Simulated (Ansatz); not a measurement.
**AlH₇SiSn: basis-set convergence**

Aim: see how fast density functionals converge with the basis set for AlH₇SiSn.

Computed with Ansatz 0.2.0, Gaussian basis. Level: one geometry, several basis sets.

The runs, in order: PBE0-D4/def2-SVP; ωB97M-V/def2-SVP; PBE0-D4/def2-QZVPP; ωB97M-V/def2-QZVPP; the functionals' def2-TZVPP values are taken from earlier runs.

## (1) The relaxed structure

An earlier PBE0-D4 in a triple-zeta def2 set relaxation fixed the geometry. Sn takes the def2 core potential; no spin-orbit term is included.

SMILES `[SiH3][AlH][SnH3]`, 10 atoms, charge 0, spin multiplicity 1.

Atoms are counted from 1 here; the program's logs count them from 0.

Bond lengths: Si1–Al2 2.456 Å, Si1–H4 1.492 Å, Si1–H5 1.489 Å, Si1–H6 1.492 Å, Al2–Sn3 2.662 Å, Al2–H7 1.590 Å, Sn3–H8 1.713 Å, Sn3–H9 1.712 Å, Sn3–H10 1.713 Å. Angles: Al2–Si1–H4 109.8°, Al2–Si1–H5 114.3°, Al2–Si1–H6 109.8°, H4–Si1–H5 107.9°, H4–Si1–H6 106.9°, H5–Si1–H6 107.8°, Si1–Al2–Sn3 119.8°, Si1–Al2–H7 121.6°, Sn3–Al2–H7 118.6°, Al2–Sn3–H8 112.0°, Al2–Sn3–H9 113.4°, Al2–Sn3–H10 111.9°, H8–Sn3–H9 106.4°, H8–Sn3–H10 106.2°, H9–Sn3–H10 106.4°.

## (2) PBE0-D4 in def2-SVP

Contents of in.yaml:

```yaml
crystal:
  periodic: [false, false, false]
  atoms:
    - {symbol: Si, position_ang: [-1.727607, 1.016859, -0.987444]}
    - {symbol: Al, position_ang: [0.630941, 0.366064, -0.771792]}
    - {symbol: Sn, position_ang: [1.403794, -1.143735, 1.279557]}
    - {symbol: H, position_ang: [-2.584512, -0.202661, -1.056026]}
    - {symbol: H, position_ang: [-2.025795, 1.852509, -2.183846]}
    - {symbol: H, position_ang: [-2.154543, 1.780133, 0.221460]}
    - {symbol: H, position_ang: [1.723199, 0.824470, -1.833143]}
    - {symbol: H, position_ang: [2.607999, -0.374345, 2.224606]}
    - {symbol: H, position_ang: [0.128429, -1.541490, 2.349762]}
    - {symbol: H, position_ang: [2.081396, -2.629005, 0.759769]}
basis:
  gaussian: {orbitals: def2-SVP}
hamiltonian: {xc: pbe0, dispersion: d4}
output: {orbitals: {seedname: orbitals}}
```

After this run come: ωB97M-V in def2-SVP; PBE0-D4 in def2-QZVPP; ωB97M-V in def2-QZVPP.

Before running them: what should the planned runs give, taken together? Wanted: PBE0-D4: double and triple zeta above quadruple; ωB97M-V: double and triple zeta above quadruple.

As calculated:

| quantity | value |
| --- | --- |
| PBE0-D4: double and triple zeta above quadruple | 5.86, 0.51 eV |
| ωB97M-V: double and triple zeta above quadruple | 5.96, 0.51 eV |

For PBE0-D4 the step from double to triple zeta gains 5.35 eV and the next only 0.51 eV. Total energies overstate the basis error of differences, where much of it tends to cancel.
